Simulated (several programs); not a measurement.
**Many methods on one cell: Ba₂SeO (ordering on rocksalt)**

Ba₂SeO, ordered on the rocksalt lattice (R-3m) with 4 atoms a cell, relaxed with r2SCAN in Ansatz, was computed with several methods. Space group R-3m (No. 166), trigonal; conventional cell a = 4.271 Å, c = 21.310 Å, 28.05 Å³ an atom. O is surrounded by 6 Ba at 2.88 Å; Se is surrounded by 6 Ba at 3.22 Å; Ba is surrounded by 3 O at 2.88 Å and 3 Se at 3.22 Å. Values at 0 K without nuclear motion; spin polarisation is off, and the phase may be a hypothetical one.

```cif
data_structure
_symmetry_space_group_name_H-M 'P 1'
_symmetry_Int_Tables_number 1
_cell_length_a 7.5190
_cell_length_b 7.5190
_cell_length_c 7.5190
_cell_angle_alpha 32.996
_cell_angle_beta 32.996
_cell_angle_gamma 32.996
_cell_volume 112.19
loop_
_atom_site_label
_atom_site_type_symbol
_atom_site_fract_x
_atom_site_fract_y
_atom_site_fract_z
_atom_site_occupancy
O1 O 0.00000 0.00000 0.00000 1
Se1 Se 0.50000 0.50000 0.50000 1
Ba1 Ba 0.26373 0.26373 0.26373 1
Ba2 Ba 0.73627 0.73627 0.73627 1
```

Gaps and times are for a single point on this cell; volume and bulk modulus come from each method's own relaxation or energy curve at fixed shape, which is too stiff where a cell has free coordinates or axes. Times are rough, from shared hosts (Arm Neoverse V1), and each method has its own mesh and cell size. A dagger marks a closed or tiny gap in a crystal that DFT finds insulating: a failure of the method or a wrong SCF state. A double dagger marks a value from a curve with shape and coordinates held. PM7 (MOPAC), GFN2-xTB (tblite) treat a cluster of cells at its zone centre, which samples few k points: where these miss a band edge, the gap comes out too large for that reason alone. Gaps from k meshes are read at a limited set of points (mesh, symmetry points, PBE's band edges), so each method's own least gap may be somewhat smaller. xTB and the PM methods were fitted mostly to molecules, and can miss a solid's gap by electronvolts. Minimal bases can be far off for gaps. Times of the plane-wave ladder aren't listed, since it ran on unlike processors and cards. GLLB-SC's gap includes the derivative discontinuity. G0W0 is at finite bands, cutoff and mesh. d marks a direct gap, i an indirect one (no mark: not told apart), a dash a value that wasn't computed or didn't pass its checks.

| method | kind | gap (eV) | own volume (Å³/atom) | bulk modulus (GPa) | atoms computed | processor time |
| --- | --- | --- | --- | --- | --- | --- |
| light PBE (260 eV and a coarse mesh) | light plane-wave | 1.75 i | – | – | 4 | 2.1 s |
| PBE | semilocal | 1.76 i | 28.40 | 48‡ | 4 | – |
| GFN2-xTB (tblite) | tight binding | 0.00† | – | – | cluster | 33 s |
| r2SCAN | semilocal | 2.10 i | 28.05 | 53‡ | 4 | – |
| PBE/SZV (CP2K) | small basis | 0.17 i | – | – | 4 | 50 s |
| PBE/DZVP (CP2K) | small basis | 1.95 i | 29.14‡ | 48‡ | 4 | 79 s |
| PBE/single zeta (GPAW) | small basis | 1.44 i | – | – | 4 | 86 s |
| PM7 (MOPAC) | semi-empirical | 2.35 | – | – | cluster | 100 s |
| PBE+SOC | semilocal | 1.64 i | – | – | 4 | – |
| GLLB-SC (GPAW) | model potential | 3.81 | – | – | 4 | 3.2 min |
| G0W0@PBE (140 eV screening cutoff) | many-body | 2.90 | – | – | 4 | – |

Against r2SCAN (2.10 eV) and with closed or daggered gaps left aside, the nearest gap at the points sampled is that of PBE/DZVP (CP2K) (-0.15 eV) and the farthest that of PBE/SZV (CP2K) (-1.93 eV). r2SCAN is only a yardstick of convenience: semilocal gaps usually lie below measured ones, which GLLB-SC and hybrids aim to mend.

Volumes against r2SCAN's: PBE +1.3 %.

Runs without a result: GFN1-xTB (tblite) (single point).

Only the rows marked +SOC include spin-orbit coupling.
